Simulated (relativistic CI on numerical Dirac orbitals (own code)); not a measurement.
# Ions with 71 electrons, Os⁵⁺ to Hg⁹⁺: levels along an isoelectronic sequence

Aim: follow the lowest levels of 71-electron ions as the nuclear charge grows, with one list of configurations.

Program: relativistic CI on numerical Dirac orbitals (own code) version 4. Level of theory: Dirac-Coulomb-Breit CI, KLI orbitals optimised for each configuration, model QED (radiative potential, 1s self-energy scaled to tabulated hydrogen-like ionisation energies), valence Slater integrals scaled by 0.9, P86 correlation energy added to each configuration. These are calculated values, not measurements, unless marked.

**1. Starting point**

- electrons: 71
- ions: Os⁵⁺, Ir⁶⁺, Pt⁷⁺, Au⁸⁺, Hg⁹⁺
- configurations: [Xe] 4f14 5d3; [Xe] 4f14 5d2 5f; [Xe] 4f14 5d2 6s; [Kr] 4d10 4f14 5s2 5p5 5d4; [Xe] 4f14 5d2 6p; [Xe] 4f14 5d 6s2; [Xe] 4f14 5f 6s2; [Xe] 4f14 6s2 6p; [Xe] 4f14 5d 5f2; [Xe] 4f14 5f3; [Xe] 4f14 5f2 6s; [Xe] 4f14 5f2 6p

**2. Os⁵⁺ (Z = 76)**

The run's settings:

```ini
atom Os  Z=76  charge=5  electrons=71
nucleus A=192  rms_radius_fm=5.4126
hamiltonian dirac-coulomb  breit=on  qed=on  c_scale=1
orbitals kli  potential=per-configuration
slater_scale 0.9
correlation p86
mixing on
configurations
  [Xe] 4f14 5d3
  [Xe] 4f14 5d2 5f
  [Xe] 4f14 5d2 6s
  [Kr] 4d10 4f14 5s2 5p5 5d4
  [Xe] 4f14 5d2 6p
  [Xe] 4f14 5d 6s2
  [Xe] 4f14 5f 6s2
  [Xe] 4f14 6s2 6p
  [Xe] 4f14 5d 5f2
  [Xe] 4f14 5f3
  [Xe] 4f14 5f2 6s
  [Xe] 4f14 5f2 6p
end
```

Started as:

```sh
python run_levels.py task.json out
```

task.json lists these runs, among others, and the program works through them in turn.

**3. Ir⁶⁺ (Z = 77)**

Settings: those of step 2 with these lines changed.

```diff
@@ -1,3 +1,3 @@
-atom Os  Z=76  charge=5  electrons=71
-nucleus A=192  rms_radius_fm=5.4126
+atom Ir  Z=77  charge=6  electrons=71
+nucleus A=193  rms_radius_fm=5.4032
 hamiltonian dirac-coulomb  breit=on  qed=on  c_scale=1
```

**4. Pt⁷⁺ (Z = 78)**

Settings: those of step 3 with these lines changed.

```diff
@@ -1,3 +1,3 @@
-atom Ir  Z=77  charge=6  electrons=71
-nucleus A=193  rms_radius_fm=5.4032
+atom Pt  Z=78  charge=7  electrons=71
+nucleus A=195  rms_radius_fm=5.4270
 hamiltonian dirac-coulomb  breit=on  qed=on  c_scale=1
```

**5. Au⁸⁺ (Z = 79)**

Settings: those of step 4 with these lines changed.

```diff
@@ -1,3 +1,3 @@
-atom Pt  Z=78  charge=7  electrons=71
-nucleus A=195  rms_radius_fm=5.4270
+atom Au  Z=79  charge=8  electrons=71
+nucleus A=197  rms_radius_fm=5.4371
 hamiltonian dirac-coulomb  breit=on  qed=on  c_scale=1
```

**6. Hg⁹⁺ (Z = 80)**

Settings: those of step 5 with these lines changed.

```diff
@@ -1,3 +1,3 @@
-atom Au  Z=79  charge=8  electrons=71
-nucleus A=197  rms_radius_fm=5.4371
+atom Hg  Z=80  charge=9  electrons=71
+nucleus A=202  rms_radius_fm=5.4648
 hamiltonian dirac-coulomb  breit=on  qed=on  c_scale=1
```

(Steps that only read results are left out.)

What does the calculation give? Wanted: lowest level, first ion; lowest level, last ion; changes of the lowest level; interval 4F3/2 to 4F5/2; mean jj purity of the low levels.

**Answer**, as computed:

| quantity | value |
| --- | --- |
| lowest level, first ion | 5d3 4F3/2 |
| lowest level, last ion | 5d3 4F3/2 |
| changes of the lowest level | none |
| interval 4F3/2 to 4F5/2 | 5744 to 14340 cm⁻¹ |
| mean jj purity of the low levels | 69 to 81 % |

The lowest level stays 5d3 4F3/2 throughout. Over these ions the splitting within 5d3 4F follows Z^17.8, steeper than the fourth power of a bare nucleus, since the screened charge grows faster than Z and higher orders in (Zα)² add to it. The low levels move towards jj coupling (LS purity 74 to 67 %). Only the listed configurations are in the model, so lower levels can be missing.
